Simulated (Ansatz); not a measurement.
# CaMg: the cost of one run

Program: the Python package of Ansatz 0.2.0. Level of theory: DFT PBEsol, plane waves, norm-conserving potentials. These are calculated values, not measurements.

**1. Starting point**

CaMg P4/mmm: It takes space group P4/mmm (No. 123, tetragonal). The conventional cell has a = 4.027 Å, b = 4.027 Å, c = 3.862 Å, α = 90.00°, β = 90.00°, γ = 90.00°. Around Ca (site symmetry 4/mmm) lie 8 Mg at 3.44 Å and 6 Ca at 3.86 to 4.03 Å. Around Mg (site symmetry 4/mmm) lie 8 Ca at 3.44 Å and 6 Mg at 3.86 to 4.03 Å.

Ca Pmmm: The structure is orthorhombic, space group Pmmm (No. 47). The conventional cell has a = 10.000 Å, b = 10.500 Å, c = 11.000 Å, α = 90.00°, β = 90.00°, γ = 90.00°.

Mg Pmmm: It takes space group Pmmm (No. 47, orthorhombic). Conventional cell: a = 10.000 Å, b = 10.500 Å, c = 11.000 Å, α = 90.00°, β = 90.00°, γ = 90.00°.

No structure file is read: the coordinates are typed or built in the script.

**2. The script**

Contents of run_cohesive.py:

```python
from collections import Counter
import logging
import sys
import warnings

import ansatz

logging.basicConfig(stream=sys.stdout, format="%(levelname)s %(message)s")
log = logging.getLogger("camg")
log.setLevel(logging.INFO)


def counts(outcome):
    return Counter(site.symbol for site in outcome.lattice.sites)

UNPAIRED = {"Ca": 0, "Mg": 0}  # unpaired electrons of the free atoms


def compute(name, crystal):
    calc = crystal.calculation()
    calc = calc.functional(ansatz.Functional.PBESOL).pseudopotentials("nc")
    calc = calc.scf(tolerance=1e-09)
    calc = calc.kpoints(spacing=0.39)
    calc = calc.occupations("gaussian", width=0.02)
    if name.endswith(" atom"):
        calc = calc.kpoints(1, 1, 1).occupations("fermi_dirac", width=0.01)
        if UNPAIRED[name.split()[0]]:
            calc = calc.spin("collinear")
        return calc.run(threads=1, pin="off")
    calc = calc.relax(force_tolerance=0.03, cell=True)
    return calc.run(threads=1, pin="off")


def main() -> None:
    warnings.simplefilter("ignore")

    phases = {}
    camg = (
        ansatz.Lattice.from_parameters(4.02737, 4.02737, 3.86162, alpha=90, beta=90, gamma=90)
        .space_group(123, hermann_mauguin="P4/mmm")
        .atom("Ca", [0.0, 0.0, 0.5])
        .atom("Mg", [0.5, 0.5, 0.0])
    )
    phases["CaMg"] = camg
    for element, moment in UNPAIRED.items():
        phases[f"{element} atom"] = ansatz.Lattice.orthorhombic(10.0, 10.5, 11.0).atom(element, (0.5, 0.5, 0.5), moment=moment or None)

    done = {name: compute(name, crystal) for name, crystal in phases.items()}

    for element in UNPAIRED:
        atom = done[f"{element} atom"].report
        log.info(f"{element} atom: {atom['energy_sigma0_ev']:.4f} eV, moment {atom['magnetization_mub']:.2f} muB")
    solid = done["CaMg"]
    n = counts(solid)
    binding = (sum(k * done[f"{e} atom"].report["energy_sigma0_ev"] for e, k in n.items()) - solid.report["energy_sigma0_ev"]) / sum(n.values())
    log.info(f"cohesive energy {binding:.3f} eV/atom = {96.4853 * binding:.0f} kJ/mol of atoms (no zero-point energy)")


if __name__ == "__main__":
    main()
```

**3. The input behind the calls**

The package turns the script's settings into the engine's input (first run):

```yaml
crystal:
  lattice:
    a: 4.02737
    b: 4.02737
    c: 3.86162
    alpha: 90.0
    beta: 90.0
    gamma: 90.0
  space_group: 123
  setting:
    hermann_mauguin: P4/mmm
  atoms:
    - { symbol: Ca, position: [0.0, 0.0, 0.5] }
    - { symbol: Mg, position: [0.5, 0.5, 0.0] }
kpoints:
  mp_grid:
    kspacing: 0.39
hamiltonian:
  xc: pbesol
  pseudopotentials:
    kind: nc
scf:
  convergence:
    dr2_threshold: 1.0e-09
  occupations:
    method: gaussian
    width: 0.02
relax:
  f_tol: 0.03
  cell: {}
```

**4. Running it**

Run with:

```sh
python run_cohesive.py
```

Q: Estimate wall time and peak memory on 1 thread of Arm Neoverse V1, shared host.

About 27 s, with a peak of 1.4 GiB.
